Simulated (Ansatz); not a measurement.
Fe: electrostatic potential with PBE

The system is Fe, a slab with vacuum.

```
Fe
1.0
     2.49242    0.00000    0.00000
    -0.83081    2.34988    0.00000
     0.00000    0.00000   25.17527
Fe
6
Direct
  0.50000 0.50000 0.29791
  0.00000 0.00000 0.37875
  0.50000 0.50000 0.45958
  0.00000 0.00000 0.54042
  0.50000 0.50000 0.62125
  0.00000 0.00000 0.70209
```

The slab is cut from a database's or a generator's crystal, which needn't be the stable form of the element.

The cell isn't the ideal one: the (1 1 0) slab of Fe, cut from the database cell, not relaxed.

```json
{"Program": "Ansatz 0.2.0", "Task": "electrostatic potential", "Functional": "PBE", "Potentials or basis": "Ansatz PAW", "Cutoff": "420 eV (not typed: the program's choice for these potentials)", "k mesh": "11 × 11 × 1", "Occupations": "fermi-dirac, width 0.05 eV", "Spin": "collinear spin, ferromagnetic start", "Starting moments": "[3.0, 3.0, 3.0, 3.0, 3.0, 3.0] μB", "Boundary along the surface normal": "isolated", "Miller": "[1, 1, 0]", "Bulk formula": "Fe"}
```

- Largest force: 0.304 eV/Å
- Band gap on the k mesh: none (metal or under the smearing width)
- Net moment: 14.73 μB per cell
- Absolute moment: 15.43 μB per cell
- Site moments: Fe +2.69, +2.43, +2.31 μB

Forces in eV/Å, atoms in the order of the input:
```
Fe   0.000  0.000  0.304
Fe   0.000  0.000 -0.063
Fe   0.000  0.000  0.086
Fe   0.000  0.000 -0.086
Fe   0.000  0.000  0.063
Fe   0.000  0.000 -0.304
```

Levels at points of the mesh, in eV from the Fermi level:
Spin up:
| k point | band 52 | band 53 | band 54 | band 55 | band 56 | band 57 | band 58 | band 59 | band 60 | band 61 |
| --- | --- | --- | --- | --- | --- | --- | --- | --- | --- | --- |
| (0.00, 0.00, 0.00) | -1.04 | -1.03 | -1.01 | -0.96 | -0.89 | -0.85 | -0.30 | -0.30 | 0.17 | 0.36 |
Spin down:
| k point | band 37 | band 38 | band 39 | band 40 | band 41 | band 42 | band 43 | band 44 | band 45 | band 46 |
| --- | --- | --- | --- | --- | --- | --- | --- | --- | --- | --- |
| (0.00, 0.00, 0.00) | -0.35 | -0.25 | -0.21 | -0.15 | -0.12 | -0.01 | 0.23 | 0.41 | 0.56 | 0.96 |

Run time: 47 s on 4 threads of Arm Neoverse V1, with other jobs on the host, peak memory 1.3 GiB.

Caveat: the cell was measured hot, at 722 K.
